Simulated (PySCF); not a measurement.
# A diatomic session: GeI

One table from this session's results is given with a row withheld; the runs are named, their logs left out.

Method: Ge def2-TZVPPD, I def2-TZVPPD with ECP28, scalar-relativistic core potentials; program: PySCF 2.14.0.

Set-up of the first run:

The job is set up so:

```json
{"atoms": "Ge, I", "charge": "0", "basis": "Ge def2-TZVPPD, I def2-TZVPPD with ECP28", "Hamiltonian": "scalar-relativistic core potentials", "basis functions": "113", "electrons treated": "57", "masses in u": "73.9212, 126.9045", "levels": "PBE0, PBE, r²SCAN, TPSSh, LDA, B97-3, M06-L, BHandHLYP, ωB97M-V, HF, MP2, SCS-MP2", "grid": "80 radial by 434 angular points", "occupations": "held fixed by the projection of orbital angular momentum", "dissociation limit": "Ge + I, each in its ground configuration", "starting distance in angstrom": "2.470", "values of 2S to try": "1, 3"}
```

Command:

```bash
> OMP_NUM_THREADS=2 python dia.py task.json out
```

Among the steps run: The job; First curve: PBE0; Other states along the same grid; PBE (GGA); r²SCAN (meta-GGA); TPSSh; LDA (local density); B97-3 (global hybrid GGA); M06-L (meta-GGA); BHandHLYP; ωB97M-V; UHF (mean field).

One table of the session follows, with a row left open; its other results are not shown here.

It belongs to the step «The curves together». Energy (eV) from each level's lowest point:

| R (Å) | UHF | UHF-MP2 | UHF-SCS-MP2 | LDA | PBE |
| --- | --- | --- | --- | --- | --- |
| 2.177 | 1.197 | 0.927 | 0.995 | 0.853 | 1.068 |
| 2.278 | ? | ? | ? | ? | ? |
| 2.379 | 0.201 | 0.099 | 0.126 | 0.083 | 0.161 |
| 2.455 | 0.060 | 0.011 | 0.024 | 0.005 | 0.042 |
| 2.531 | 0.000 | 0.000 | 0.000 | 0.000 | 0.000 |
| 2.607 | 0.002 | 0.046 | 0.034 | 0.049 | 0.016 |
| 2.708 | 0.076 | 0.171 | 0.145 | 0.176 | 0.103 |
| 2.835 | 0.243 | 0.393 | 0.351 | 0.395 | 0.280 |
| 2.987 | 0.509 | 0.713 | 0.654 | 0.707 | 0.549 |
| 3.189 | 0.905 | 1.192 | 1.122 | 1.145 | 0.942 |

Estimate the missing values for R (Å) = 2.278.

Worked estimate for «UHF». A straight line through the neighbours (2.177, 1.197) and (2.379, 0.201) gives 1.197 + (0.201 − 1.197) × (2.278 − 2.177) / (2.379 − 2.177) = 0.699; a parabola fitted to 3 rows on both sides gives 0.586.

The run gave: UHF: 0.562; UHF-MP2: 0.381; UHF-SCS-MP2: 0.427; LDA: 0.342; PBE: 0.484. In «UHF» the line misses by +0.137 and the parabola by +0.024.

Limits of these values: At some levels the lowest empty orbital lies below the highest filled one (the two can be of opposite spin).
